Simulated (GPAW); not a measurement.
MnPt2:

```
Pt Mn
1.0
     2.85840    0.00000    0.00000
    -1.42920    2.47545    0.00000
     0.00000    0.00000    6.53250
Pt Mn
2 1
Cartesian
  1.4292 0.8252 2.0656
  0.0000 1.6503 4.4669
  0.0000 0.0000 0.0000
```

The cell comes from a database or a generator and needn't be the stable form of this composition.

Base run:

| Quantity | Value |
| --- | --- |
| Program | GPAW 26.7.0 |
| Functional | PBEsol |
| Potentials or basis | PAW data sets generated in the run's folder for this functional |
| Cutoff | 600 eV |
| Basis | pw |
| k mesh | 11 × 11 × 4 |
| Occupations | fermi-dirac, width 0.05 eV |
| Spin | collinear spin, ferromagnetic start |
| Starting moments | [0.0, 0.0, 4.0] μB |

Its results: pressure -8.9 GPa; net moment 4.46 μB per cell; site moments Pt +0.30; Mn +3.62 μB; largest force 0.084 eV/Å.

Q: The run is repeated on the same cell with these changes: k mesh from 11 × 11 × 4 to 7 × 7 × 3. What comes out?

A: Pressure -8.8 GPa; net moment 4.31 μB per cell; site moments Pt +0.25; Mn +3.58 μB; largest force 0.174 eV/Å.

Caveats: some runs use coarse meshes.

Not every run made on this cell is shown here.
